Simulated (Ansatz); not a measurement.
# Sb2Pd: the cost of one run

Program: Ansatz 0.2.0. Level of theory: DFT PBEsol, scalar-relativistic, plane waves, PAW. These are calculated values, not measurements.

## 1. The starting structure

Symmetry: Pa-3, No. 205, cubic system. The conventional cell has a = 6.567 Å, b = 6.567 Å, c = 6.567 Å, α = 90.00°, β = 90.00°, γ = 90.00°. Sb (site symmetry 3) has 3 Pd at 2.72 Å and 1 Sb at 2.88 Å as nearest neighbours. Around Pd (site symmetry -3) lie 6 Sb at 2.72 Å.

Coordinates:

```xyz
12
Lattice="6.5671 0.0000 0.0000 0.0000 6.5671 0.0000 0.0000 0.0000 6.5671" Properties=species:S:1:pos:R:3 pbc="T T T"
Sb    2.4527    2.4527    2.4527
Sb    0.8308    4.1144    5.7362
Sb    5.7362    0.8308    4.1144
Sb    4.1144    5.7362    0.8308
Sb    4.1144    4.1144    4.1144
Sb    5.7362    2.4527    0.8308
Sb    0.8308    5.7362    2.4527
Sb    2.4527    0.8308    5.7362
Pd    0.0000    0.0000    0.0000
Pd    3.2835    0.0000    3.2835
Pd    3.2835    3.2835    0.0000
Pd    0.0000    3.2835    3.2835
```

It is the result of an earlier relaxation at this level (volume 23.60 Å³/atom; gap on the mesh: none (metal)).

## 2. The cell under PBEsol

Contents of input.yaml:

```yaml
crystal:
  lattice:
    - [6.5670788353, 0.0, 0.0]
    - [0.0, 6.5670788353, 0.0]
    - [0.0, 0.0, 6.5670788353]
  atoms:
    - { symbol: Sb, position: [0.3734834873, 0.3734834873, 0.3734834873] }
    - { symbol: Sb, position: [0.1265165127, 0.6265165127, 0.8734834873] }
    - { symbol: Sb, position: [0.8734834873, 0.1265165127, 0.6265165127] }
    - { symbol: Sb, position: [0.6265165127, 0.8734834873, 0.1265165127] }
    - { symbol: Sb, position: [0.6265165127, 0.6265165127, 0.6265165127] }
    - { symbol: Sb, position: [0.8734834873, 0.3734834873, 0.1265165127] }
    - { symbol: Sb, position: [0.1265165127, 0.8734834873, 0.3734834873] }
    - { symbol: Sb, position: [0.3734834873, 0.1265165127, 0.8734834873] }
    - { symbol: Pd, position: [0.0, 0.0, 0.0] }
    - { symbol: Pd, position: [0.5, 0.0, 0.5] }
    - { symbol: Pd, position: [0.5, 0.5, 0.0] }
    - { symbol: Pd, position: [0.0, 0.5, 0.5] }
basis:
  ecutwfc: 420
kpoints:
  mp_grid: { grid: [6, 6, 6] }
hamiltonian:
  xc: pbesol
scf:
  occupations: { method: gaussian, width: 0.1 }
output:
  forces: true
  stress: true
  eigenvalues: true
relax:
  adjacent_minimum: "off"
  f_tol: 0.005
  max_steps: 50
  cell: { stress_tol: 0.05 }
```

Command:

```console
$ ansatz run input.yaml --threads 4 --pin off --max-ram 10240MiB --backend cpu --events-out ev --progress --plain --runs-dir out
```

Q: Estimate wall time and peak memory on 4 threads of Arm Neoverse V2, shared host.

About 67 s, with a peak of 1.3 GiB.
